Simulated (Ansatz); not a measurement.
# W: the cost of one run

Program: Ansatz 0.2 early development. Level of theory: run time, single point, r2SCAN, PAW. These are calculated values, not measurements.

**1. The cell**

It holds 54 W; a = 9.495 Å, b = 9.495 Å, c = 9.495 Å, α = 90.00°, β = 90.00°, γ = 90.00°; 15.85 Å³ an atom; space group P1.

Cell or atoms stand a little off a more symmetric structure (Im-3m at a tolerance of 0.3 Å), so results at this geometry aren't those of that ideal crystal.

**2. The calculation**

input.yaml reads:

```yaml
crystal:
  lattice: [[9.495000, 0, 0], [0, 9.495000, 0], [0, 0, 9.495000]]
  atoms:
    - { symbol: W, position: [0.99814463, 0.99632279, 0.00158962] }
    - { symbol: W, position: [0.16216363, 0.16704457, 0.16525212] }
    - { symbol: W, position: [0.32867824, 0.00007831, 0.99512897] }
    - { symbol: W, position: [0.49930117, 0.16213644, 0.16235611] }
    - { symbol: W, position: [0.66587171, 0.00344236, 0.99603794] }
    - { symbol: W, position: [0.83041853, 0.16800878, 0.17138187] }
    - { symbol: W, position: [0.00081204, 0.33224519, 0.00501585] }
    - { symbol: W, position: [0.16189134, 0.50377534, 0.16445086] }
    - { symbol: W, position: [0.32958668, 0.32930798, 0.99798296] }
    - { symbol: W, position: [0.50332940, 0.49663746, 0.16752607] }
    - { symbol: W, position: [0.66812968, 0.33198944, 0.00050284] }
    - { symbol: W, position: [0.82872869, 0.49536178, 0.16356987] }
    - { symbol: W, position: [0.00189995, 0.66590408, 0.99804262] }
    - { symbol: W, position: [0.16756779, 0.83284028, 0.16455784] }
    - { symbol: W, position: [0.33643370, 0.66876245, 0.99730486] }
    - { symbol: W, position: [0.50078382, 0.83359870, 0.17061756] }
    - { symbol: W, position: [0.66908315, 0.66443326, 0.00505713] }
    - { symbol: W, position: [0.82931086, 0.83247101, 0.16937484] }
    - { symbol: W, position: [0.99633475, 0.99988376, 0.32848033] }
    - { symbol: W, position: [0.16843829, 0.16945309, 0.50076910] }
    - { symbol: W, position: [0.33728781, 0.99803842, 0.33539016] }
    - { symbol: W, position: [0.50099389, 0.16750811, 0.49953876] }
    - { symbol: W, position: [0.67024716, 0.00468332, 0.33306054] }
    - { symbol: W, position: [0.83506216, 0.16203970, 0.50212209] }
    - { symbol: W, position: [0.00154954, 0.33852655, 0.33672380] }
    - { symbol: W, position: [0.16439806, 0.49879717, 0.50177623] }
    - { symbol: W, position: [0.32830503, 0.33292991, 0.32983727] }
    - { symbol: W, position: [0.49596731, 0.49535497, 0.50282499] }
    - { symbol: W, position: [0.66276293, 0.33067525, 0.33218483] }
    - { symbol: W, position: [0.83724510, 0.49558274, 0.49946485] }
    - { symbol: W, position: [0.00052069, 0.67070441, 0.33669594] }
    - { symbol: W, position: [0.17050010, 0.83099970, 0.49910791] }
    - { symbol: W, position: [0.33184593, 0.67071293, 0.33815409] }
    - { symbol: W, position: [0.49632355, 0.82992330, 0.49717701] }
    - { symbol: W, position: [0.66385820, 0.66650830, 0.33427197] }
    - { symbol: W, position: [0.83083461, 0.82811052, 0.49914636] }
    - { symbol: W, position: [0.99862300, 0.00069870, 0.67143863] }
    - { symbol: W, position: [0.16867292, 0.16682982, 0.83457180] }
    - { symbol: W, position: [0.33518905, 0.99530272, 0.67087449] }
    - { symbol: W, position: [0.50294860, 0.17061099, 0.83647049] }
    - { symbol: W, position: [0.66553322, 0.99893606, 0.66249118] }
    - { symbol: W, position: [0.83474765, 0.16205632, 0.82877670] }
    - { symbol: W, position: [0.99693273, 0.32977676, 0.66498213] }
    - { symbol: W, position: [0.16195446, 0.49473653, 0.82966050] }
    - { symbol: W, position: [0.32913601, 0.33189689, 0.66166931] }
    - { symbol: W, position: [0.50394242, 0.50120136, 0.82963192] }
    - { symbol: W, position: [0.66405748, 0.33172606, 0.66523606] }
    - { symbol: W, position: [0.82936116, 0.50367495, 0.83852662] }
    - { symbol: W, position: [0.99964181, 0.66649642, 0.66230526] }
    - { symbol: W, position: [0.16247696, 0.83167600, 0.83085579] }
    - { symbol: W, position: [0.33679679, 0.66310099, 0.66164398] }
    - { symbol: W, position: [0.50474972, 0.83363094, 0.82961140] }
    - { symbol: W, position: [0.66712135, 0.66168554, 0.66696271] }
    - { symbol: W, position: [0.83837284, 0.83715982, 0.83539965] }
kpoints: { mp_grid: { grid: [1, 1, 1] } }
hamiltonian: { xc: r2scan, pseudopotentials: { kind: paw } }
scf: { occupations: { method: fermi_dirac, width: 0.1 eV } }
output: { forces: true, stress: true }
```

Launch:

```sh
> ansatz run input --backend cuda --devices 0, --threads 10 --events-out ev
```

What time and memory should one allow on 1 × NVIDIA GB300 with 10 threads of Arm Neoverse V2 (Grace), shared host?

About 2.4 min, with a peak of 2.5 GiB on the host and 9.1 GiB on a GPU.
